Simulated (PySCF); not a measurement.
**C₅H₇NO₂: runs on many settings**

Aim: see how C₅H₇NO₂ (`O=CNC1=CCOC1`) answers to the choice of functional, basis, grid and SCF options, and what happens with inputs that are wrong on purpose.

The runs use PySCF 2.14.0, with density-fitted response routines of our own; the level of theory stands in each step. All values are computed, except where a source is named. Atoms count from 0, in the outputs and in this text.

### 1 Starting geometry

15 atoms, charge 0, multiplicity 1; geometry from: GFN2-xTB.

Bonds of the start (Å): O0–C1 1.20, C1–N2 1.36, N2–C3 1.39, C3–C4 1.33, C4–C5 1.49, C5–O6 1.42, O6–C7 1.42, C7–C3 1.50, C1–H8 1.11, N2–H9 1.01, C4–H10 1.07, C5–H11 1.10, C5–H12 1.10, C7–H13 1.10, C7–H14 1.10.

### 2 Shielding tensors: PBE0/pcSseg-1

Job settings and geometry (Å):

```
{"job": {"kind": "nmr", "xc": "PBE0", "basis": "pcSseg-1"}, "charge": 0, "multiplicity": 1}
O      2.232510     1.764399     0.200189
C      2.423717     0.681082    -0.282974
N      1.496768    -0.294967    -0.466993
C      0.152921    -0.220881    -0.126960
C     -0.771386    -1.161936    -0.296776
C     -2.084149    -0.658178     0.210765
O     -1.832304     0.656345     0.685815
C     -0.466069     0.991222     0.508140
H      3.416020     0.351217    -0.644690
H      1.788353    -1.166440    -0.886904
H     -0.653425    -2.140614    -0.720803
H     -2.476050    -1.275411     1.032557
H     -2.848328    -0.621089    -0.579469
H     -0.376156     1.878628    -0.130581
H     -0.006838     1.224612     1.476773
```

Level: GIAO PBE0/pcSseg-1 NMR shielding, non-relativistic, gas phase.

Started as:

```console
> OMP_NUM_THREADS=1 python probes_run.py task.json out
```

The driver reads the jobs from task.json and runs them one after another.

Standard output:

```text
coarse grid: 13008 points
cycle   1  E = -399.1770893546  dE =  1.575e+00  |g| = 9.584e-01  |ddm| = 3.586e+00
cycle   2  E = -398.5597330270  dE =  6.174e-01  |g| = 1.999e+00  |ddm| = 2.555e+00
cycle   3  E = -399.3469153834  dE = -7.872e-01  |g| = 2.417e-01  |ddm| = 1.946e+00
cycle   4  E = -399.3562468713  dE = -9.331e-03  |g| = 1.201e-01  |ddm| = 2.619e-01
cycle   5  E = -399.3587402694  dE = -2.493e-03  |g| = 1.928e-02  |ddm| = 8.262e-02
cycle   6  E = -399.3588134675  dE = -7.320e-05  |g| = 7.164e-03  |ddm| = 2.037e-02
cycle   7  E = -399.3588232551  dE = -9.788e-06  |g| = 2.320e-03  |ddm| = 7.031e-03
final grid: 127056 points
cycle   8  E = -399.4249845252  dE = -7.569e-06  |g| = 1.647e-02  |ddm| = 3.256e-02
cycle   9  E = -399.4248569180  dE =  1.276e-04  |g| = 3.073e-02  |ddm| = 3.112e-02
cycle  10  E = -399.4250344577  dE = -1.775e-04  |g| = 3.212e-03  |ddm| = 2.190e-02
cycle  11  E = -399.4250364237  dE = -1.966e-06  |g| = 3.851e-04  |ddm| = 2.249e-03
cycle  12  E = -399.4250364485  dE = -2.476e-08  |g| = 1.518e-04  |ddm| = 4.618e-04
cycle  13  E = -399.4250364531  dE = -4.608e-09  |g| = 2.949e-05  |ddm| = 1.354e-04
cycle  14  E = -399.4250364532  dE = -1.299e-10  |g| = 1.626e-05  |ddm| = 4.138e-05
converged SCF energy = -399.4250364532

GIAO shielding tensors (ppm)
atom      isotropic    diamagn.    paramagn.     s11        s22        s33       span
  0 O     -103.084     402.133    -505.218   -425.746   -221.208    337.701    763.447
  1 C       29.105     242.389    -213.284    -70.465     64.895     92.886    163.352
  2 N      108.862     331.659    -222.797     -0.655    151.212    176.028    176.683
  3 C       43.365     258.028    -214.663    -58.430     69.501    119.023    177.453
  4 C       80.433     256.934    -176.501      2.071    101.685    137.543    135.472
  5 C      108.188     243.380    -135.192     72.580     97.397    154.587     82.007
  6 O      310.847     396.606     -85.758    215.283    320.426    396.833    181.550
  7 C      107.319     243.753    -136.435     71.416     95.084    155.456     84.040
  8 H       23.707      24.913      -1.206     19.644     23.855     27.623      7.978
  9 H       25.384      34.608      -9.224     20.824     27.181     28.148      7.324
 10 H       26.794      33.080      -6.287     25.251     25.527     29.603      4.351
 11 H       26.636      27.929      -1.293     22.689     25.172     32.046      9.357
 12 H       26.635      27.924      -1.289     22.688     25.171     32.047      9.359
 13 H       26.121      29.643      -3.523     21.075     26.403     30.884      9.809
 14 H       26.125      29.647      -3.522     21.081     26.409     30.884      9.803
```

It took 41 s on 1 thread of Intel Xeon Platinum 8175M at 2.50GHz, shared host; peak memory 0.76 GiB.

Shifts follow as δ = σ(reference) − σ, with reference shieldings (ppm) from runs at the same level and on the same kind of geometry: ¹H TMS 31.72, ¹³C TMS 186.9, ¹⁵N NH3 267.7, ¹⁷O H2O 336.1. The references are single molecules in the gas phase, so shifts against H2O, NH3, PH3, H3PO4 or CFCl3 are not on the usual liquid scales and can be off by tens of ppm. Atoms listed in one row are averaged.

```
   atoms                                                  environment  σ (ppm)  δ (ppm)  δ scaled to CDCl3
      C1                                        amide carbonyl carbon     29.1    157.8              152.1
      C3                               alkene carbon bearing nitrogen     43.4    143.6              138.2
      C4                β carbon of an enol-ether or enamine type C=C     80.4    106.5              102.0
      C7                                  allylic sp3 CH2 bonded to O    107.3     79.6               75.8
      C5                                  allylic sp3 CH2 bonded to O    108.2     78.7               74.9
      H8                         hydrogen on an amide carbonyl carbon    23.71     8.01               7.66
      H9                           hydrogen on an amide-type nitrogen    25.38     6.33                  –
H13, H14                   hydrogen on an allylic sp3 CH2 bonded to O    26.12     5.59               5.38
H11, H12                   hydrogen on an allylic sp3 CH2 bonded to O    26.64     5.08               4.90
     H10  hydrogen on a β carbon of an enol-ether or enamine type C=C    26.79     4.92               4.75
      O0                                   amide-type carbonyl oxygen   -103.1    439.2                  –
      O6                                                 ether oxygen    310.8     25.2                  –
      N2                                          amide-type nitrogen    108.9    158.9                  –
```

The scaled column applies a straight-line fit of computed shieldings to shifts measured in CDCl3 (root-mean-square error 0.16 ppm for H, 1.9 ppm for C).

The run also stored atomic charges by several schemes (e):

```
atoms  Mulliken    IAO  Hirshfeld  ESP fit
   O0     -0.41  -0.46      -0.25    -0.54
   C1      0.40   0.31       0.14     0.61
   N2     -0.48  -0.30      -0.08    -0.72
   C3      0.00   0.08       0.04     0.42
   C4     -0.23  -0.24      -0.09    -0.60
   C5      0.16  -0.05       0.00     0.34
   O6     -0.54  -0.41      -0.16    -0.52
   C7      0.22  -0.06      -0.01     0.19
```

Mayer bond orders: O0–C1 1.93, C1–N2 1.14, N2–C3 0.98, C3–C4 1.78, C4–C5 1.05, C5–O6 0.93, O6–C7 0.91, C7–C3 1.01.

Ring of atoms C3, C4, C5, O6, C7: NICS(0) -5.3, NICS(1) -2.1, NICS(1)zz -3.5 ppm (means of both faces). The ring holds saturated atoms, so no π current runs round it: these values come from its σ bonds, any local π bonds and neighbouring rings, and say nothing of aromaticity.

### 3 Excited states and response: PBE0/def2-SVPD

The job, as its differences from that of step 2:

```diff
@@ -1,2 +1,2 @@
-{"job": {"kind": "nmr", "xc": "PBE0", "basis": "pcSseg-1"}, "charge": 0, "multiplicity": 1}
+{"job": {"kind": "uv", "xc": "PBE0", "basis": "def2-SVPD", "nstates": 6, "ntriplets": 2}, "charge": 0, "multiplicity": 1}
 O      2.232510     1.764399     0.200189
```

Level: TDDFT PBE0/def2-SVPD, vertical, gas phase, core orbitals frozen in the response.

Standard output:

```text
coarse grid: 13008 points
cycle   1  E = -398.9646087007  dE =  1.497e+00  |g| = 9.151e-01  |ddm| = 6.320e+00
cycle   2  E = -398.3340220878  dE =  6.306e-01  |g| = 1.980e+00  |ddm| = 5.441e+00
cycle   3  E = -399.1300635081  dE = -7.960e-01  |g| = 2.143e-01  |ddm| = 4.477e+00
cycle   4  E = -399.1370231349  dE = -6.960e-03  |g| = 1.217e-01  |ddm| = 4.035e-01
cycle   5  E = -399.1398314296  dE = -2.808e-03  |g| = 1.825e-02  |ddm| = 1.581e-01
cycle   6  E = -399.1398971015  dE = -6.567e-05  |g| = 7.317e-03  |ddm| = 3.578e-02
cycle   7  E = -399.1399081005  dE = -1.100e-05  |g| = 2.159e-03  |ddm| = 1.537e-02
cycle   8  E = -399.1399090647  dE = -9.642e-07  |g| = 6.979e-04  |ddm| = 3.723e-03
final grid: 127056 points
cycle   9  E = -399.2044712689  dE = -1.985e-05  |g| = 1.434e-02  |ddm| = 1.562e-01
cycle  10  E = -399.2043818286  dE =  8.944e-05  |g| = 2.581e-02  |ddm| = 4.937e-02
cycle  11  E = -399.2045104711  dE = -1.286e-04  |g| = 2.989e-03  |ddm| = 3.224e-02
cycle  12  E = -399.2045122968  dE = -1.826e-06  |g| = 4.275e-04  |ddm| = 4.218e-03
cycle  13  E = -399.2045123297  dE = -3.298e-08  |g| = 1.528e-04  |ddm| = 8.180e-04
cycle  14  E = -399.2045123346  dE = -4.907e-09  |g| = 3.354e-05  |ddm| = 3.231e-04
cycle  15  E = -399.2045123348  dE = -1.826e-10  |g| = 1.800e-05  |ddm| = 8.903e-05
converged SCF energy = -399.2045123348

Static polarisability (au): isotropic 75.345, principal 49.703 70.644 105.689

Singlet excitations
state   eV       nm        f      main configurations
  1   5.2168    237.7   0.19890   H->L 0.92
  2   5.4371    228.0   0.00126   H-2->L 0.92
  3   5.6455    219.6   0.00001   H->L+1 0.95
  4   6.1817    200.6   0.17891   H-1->L 0.84
  5   6.3450    195.4   0.00316   H->L+2 0.95
  6   6.7390    184.0   0.10439   H->L+3 0.88

Triplet excitations (Tamm-Dancoff, eV): 3.7216 4.9233
```

Wall time 52 s (1 thread of Intel Xeon Platinum 8175M at 2.50GHz, shared host); peak memory 0.88 GiB.

The orbitals next to the gap, with their largest atomic shares:

```csv
orbital,eV,atoms
HOMO−3,-9.51,"O6 57 %, C5 11 %, C4 10 %"
HOMO−2,-8.06,"O0 67 %, C1 14 %, H8 8 %"
HOMO−1,-7.67,"O6 48 %, N2 11 %, C4 9 %"
HOMO,-6.52,"C4 22 %, C3 15 %, O6 12 %"
LUMO,-0.56,"C1 26 %, O0 20 %, C4 16 %"
LUMO+1,0.25,"H9 29 %, C1 18 %, N2 12 %"
LUMO+2,0.99,"C5 22 %, C4 12 %, H11 10 %"
```

With each of the 6 states as a Gaussian band of 0.4 eV half-width at 1/e, the curve within the window shown has maxima at 237 nm (ε 8,100), 198 nm (ε 8,100) L/(mol cm). Beyond the last state computed it falls off for lack of states. The curve at chosen wavelengths:

```
 nm  ε (L/mol/cm)
176          2488
180          4072
183          5076
187          6095
191          7004
194          7647
198          8113
202          7709
205          6830
209          5314
213          4067
216          3638
220          3885
224          4903
228          6261
231          7194
235          7982
239          8050
242          7632
246          6603
250          5288
253          4273
257          3040
261          2040
264          1460
268           896
```

Ground-state properties from the same run:

```
           property  computed
  dipole moment (D)      4.67
polarisability (Å³)     11.17
 HOMO–LUMO gap (eV)      5.96
      −ε(HOMO) (eV)      6.52
```

### 4 Ultraviolet spectrum: PW91/IGLO-II

The job, as its differences from that of step 3:

```diff
@@ -1,2 +1,2 @@
-{"job": {"kind": "uv", "xc": "PBE0", "basis": "def2-SVPD", "nstates": 6, "ntriplets": 2}, "charge": 0, "multiplicity": 1}
+{"job": {"kind": "uv", "xc": "PW91", "basis": "IGLO-II", "nstates": 1, "ntriplets": 0, "tda": true, "scf": {"guess": "vsap"}}, "charge": 0, "multiplicity": 1}
 O      2.232510     1.764399     0.200189
```

Method: TDA PW91/IGLO-II, vertical, gas phase, core orbitals frozen in the response.

Standard output:

```text
final grid: 127056 points
cycle   1  E = -389.2968446801  dE =  9.130e+00  |g| = 5.539e+00  |ddm| = 3.308e+01
cycle   2  E = -348.1127658715  dE =  4.118e+01  |g| = 1.239e+01  |ddm| = 3.452e+01
cycle   3  E = -395.0129882344  dE = -4.690e+01  |g| = 4.633e+00  |ddm| = 1.061e+01
cycle   4  E = -383.3715130983  dE =  1.164e+01  |g| = 5.292e+00  |ddm| = 8.068e+00
cycle   5  E = -398.5064609577  dE = -1.513e+01  |g| = 2.222e+00  |ddm| = 7.956e+00
cycle   6  E = -399.5902469072  dE = -1.084e+00  |g| = 1.209e+00  |ddm| = 1.924e+00
cycle   7  E = -399.7469897086  dE = -1.567e-01  |g| = 8.140e-01  |ddm| = 1.317e+00
cycle   8  E = -399.8505172198  dE = -1.035e-01  |g| = 4.303e-01  |ddm| = 8.250e-01
cycle   9  E = -399.8859717192  dE = -3.545e-02  |g| = 1.051e-01  |ddm| = 3.065e-01
cycle  10  E = -399.8873785994  dE = -1.407e-03  |g| = 5.787e-02  |ddm| = 9.415e-02
cycle  11  E = -399.8880320621  dE = -6.535e-04  |g| = 1.167e-02  |ddm| = 4.655e-02
cycle  12  E = -399.8880570328  dE = -2.497e-05  |g| = 6.645e-03  |ddm| = 1.347e-02
cycle  13  E = -399.8880663088  dE = -9.276e-06  |g| = 8.644e-04  |ddm| = 4.675e-03
cycle  14  E = -399.8880664360  dE = -1.272e-07  |g| = 4.270e-04  |ddm| = 8.939e-04
cycle  15  E = -399.8880664715  dE = -3.552e-08  |g| = 1.142e-04  |ddm| = 3.442e-04
cycle  16  E = -399.8880664736  dE = -2.015e-09  |g| = 6.820e-05  |ddm| = 1.366e-04
cycle  17  E = -399.8880664743  dE = -7.722e-10  |g| = 3.717e-05  |ddm| = 8.459e-05
cycle  18  E = -399.8880664746  dE = -2.656e-10  |g| = 1.976e-05  |ddm| = 5.023e-05
converged SCF energy = -399.8880664746

Static polarisability (au): isotropic 72.428, principal 43.411 67.498 106.376

Singlet excitations
state   eV       nm        f      main configurations
  1   4.0565    305.6   0.04040   H->L 0.80, H-1->L 0.19
```

It took 89 s on 1 thread of Intel Xeon Platinum 8175M at 2.50GHz, shared host; peak memory 0.69 GiB.

Key values: HOMO -5.24 eV, LUMO -1.48 eV; lowest singlet 4.06 eV.

### 5 Excited states and response: BP86/ANO-RCC-VDZP in acetonitrile

The job, as its differences from that of step 4:

```diff
@@ -1,2 +1,2 @@
-{"job": {"kind": "uv", "xc": "PW91", "basis": "IGLO-II", "nstates": 1, "ntriplets": 0, "tda": true, "scf": {"guess": "vsap"}}, "charge": 0, "multiplicity": 1}
+{"job": {"kind": "uv", "xc": "BP86", "basis": "ANO-RCC-VDZP", "solvent": "acetonitrile", "nstates": 6, "ntriplets": 0, "tda": false}, "charge": 0, "multiplicity": 1}
 O      2.232510     1.764399     0.200189
```

Method: TDDFT BP86/ANO-RCC-VDZP, vertical, IEF-PCM acetonitrile (non-equilibrium linear response), core orbitals frozen in the response.

Standard output:

```text
coarse grid: 13008 points
cycle   1  E = -399.8539402817  dE =  1.337e+00  |g| = 9.974e-01  |ddm| = 5.652e+00
cycle   2  E = -398.7220067874  dE =  1.132e+00  |g| = 2.477e+00  |ddm| = 3.500e+00
cycle   3  E = -400.0317123763  dE = -1.310e+00  |g| = 3.791e-01  |ddm| = 2.866e+00
cycle   4  E = -400.0595795545  dE = -2.787e-02  |g| = 1.625e-01  |ddm| = 5.628e-01
cycle   5  E = -400.0644053914  dE = -4.826e-03  |g| = 5.559e-02  |ddm| = 1.871e-01
cycle   6  E = -400.0650863290  dE = -6.809e-04  |g| = 1.342e-02  |ddm| = 6.153e-02
cycle   7  E = -400.0651172875  dE = -3.096e-05  |g| = 6.148e-03  |ddm| = 1.574e-02
cycle   8  E = -400.0651262123  dE = -8.925e-06  |g| = 1.506e-03  |ddm| = 7.004e-03
final grid: 127056 points
cycle   9  E = -400.0572561179  dE = -2.584e-05  |g| = 1.385e-02  |ddm| = 4.942e-02
cycle  10  E = -400.0570654429  dE =  1.907e-04  |g| = 3.332e-02  |ddm| = 4.232e-02
cycle  11  E = -400.0572912049  dE = -2.258e-04  |g| = 4.094e-03  |ddm| = 3.289e-02
cycle  12  E = -400.0572946970  dE = -3.492e-06  |g| = 6.094e-04  |ddm| = 3.698e-03
cycle  13  E = -400.0572947661  dE = -6.916e-08  |g| = 2.001e-04  |ddm| = 8.178e-04
cycle  14  E = -400.0572947742  dE = -8.065e-09  |g| = 7.872e-05  |ddm| = 2.636e-04
cycle  15  E = -400.0572947757  dE = -1.504e-09  |g| = 2.008e-05  |ddm| = 1.085e-04
cycle  16  E = -400.0572947758  dE = -9.038e-11  |g| = 5.820e-06  |ddm| = 2.705e-05
converged SCF energy = -400.0572947758

Static polarisability (au): isotropic 94.453, principal 53.415 86.874 143.071

Singlet excitations
state   eV       nm        f      main configurations
  1   4.3401    285.7   0.08871   H->L 0.78, H-1->L 0.21
  2   5.2085    238.0   0.00209   H-2->L 0.91, H->L+1 0.09
  3   5.2385    236.7   0.00474   H->L+1 0.91, H-2->L 0.09
  4   5.4571    227.2   0.24915   H-1->L 0.71, H->L 0.15, H->L+2 0.10
  5   5.6741    218.5   0.00644   H->L+3 1.00
  6   6.0935    203.5   0.18537   H->L+2 0.73, H-1->L+2 0.13
```

Run time: 46 s. Hardware: 1 thread of Intel Xeon Platinum 8175M at 2.50GHz, shared host; peak memory 0.61 GiB.

Key values: HOMO -5.16 eV, LUMO -1.23 eV; lowest singlet 4.34 eV.

### 6 TDDFT and polarisability: PBE0/SBKJC-VDZ

The job, as its differences from that of step 5:

```diff
@@ -1,2 +1,2 @@
-{"job": {"kind": "uv", "xc": "BP86", "basis": "ANO-RCC-VDZP", "solvent": "acetonitrile", "nstates": 6, "ntriplets": 0, "tda": false}, "charge": 0, "multiplicity": 1}
+{"job": {"kind": "uv", "xc": "PBE0", "basis": "SBKJC-VDZ", "nstates": 3, "ntriplets": 2, "tda": true, "scf": {"max_cycle": 2, "aux": "cc-pvdz-ri"}}, "charge": 0, "multiplicity": 1}
 O      2.232510     1.764399     0.200189
```

Level: TDA PBE0/SBKJC-VDZ, vertical, gas phase, core orbitals frozen in the response.

Standard output:

```text
final grid: 127056 points
cycle   1  E = -72.8950194054  dE = -3.271e+00  |g| = 2.214e+00  |ddm| = 7.253e+00
cycle   2  E = -72.5487168701  dE =  3.463e-01  |g| = 2.490e+00  |ddm| = 6.016e+00
SCF not converged, last energy = -72.5487168701
```

It took 4.1 s on 1 thread of Intel Xeon Platinum 8175M at 2.50GHz, shared host; peak memory 0.54 GiB.

**What went wrong.** The cap of 2 cycles ended the SCF at a gradient of 2.5e+00. Cure: raise the cap. Numbers printed on the way are no properties of the molecule.

### 7 Side by side: electronic excitations

Excitations and ground-state properties, with basis size and wall time:

```csv
run,lowest singlet (eV),brightest (eV),f,gap (eV),α (Å³),μ (D),functions,time
PBE0/def2-SVPD,5.22,5.22,0.199,5.96,11.17,4.67,222,52 s
PW91/IGLO-II,4.06,4.06,0.040,3.76,10.73,4.48,218,89 s
BP86/ANO-RCC-VDZP in acetonitrile,4.34,5.46,0.249,3.93,14.00,6.11,147,46 s
```

### 8 Summary of results

```
                                                              quantity                                            value
                                ¹³C shifts against TMS (PBE0/pcSseg-1)              157.8, 143.6, 106.5, 79.6, 78.7 ppm
¹H shifts against TMS (PBE0/pcSseg-1, means over atoms taken as alike)                 8.01, 6.33, 5.59, 5.08, 4.92 ppm
                                ¹⁷O shifts against H2O (PBE0/pcSseg-1)                                  439.2, 25.2 ppm
                                ¹⁵N shifts against NH3 (PBE0/pcSseg-1)                                        158.9 ppm
                                       lowest singlet (PBE0/def2-SVPD)                      5.22 eV (238 nm), f = 0.199
                                                        lowest triplet                                          3.72 eV
                                           range of the lowest singlet                                  4.06 to 5.22 eV
                                         property runs in this session  5, of which 1 failed and 0 gave unsound results
```

**Reading.** Single values in the summary come from the first sound run of each kind (PBE0/pcSseg-1; PBE0/def2-SVPD), which need not be the best level. C1 (amide carbonyl carbon) lies farthest downfield among carbon, at 157.8 ppm; it is a carbonyl in resonance with an O or N lone pair, the region of acids, esters and amides. At PBE0/pcSseg-1: The largest span, 763 ppm, is at O0, where the paramagnetic term is -505 ppm. The first singlet state (HOMO→LUMO 0.92) lies at 5.22 eV and is bright. The lowest triplet lies 1.50 eV below the lowest singlet (triplets in Tamm-Dancoff, singlets in full TDDFT). The lowest singlet runs from 4.06 eV (PW91/IGLO-II) to 5.22 eV (PBE0/def2-SVPD), while the orbital gap spans 3.76 to 5.96 eV. Some runs use the Tamm-Dancoff approximation and others full TDDFT, which shifts states apart from functional and basis. The lowest state need not be the same one in every run. The runs solved for a few states only, so the brightest column depends on that window.
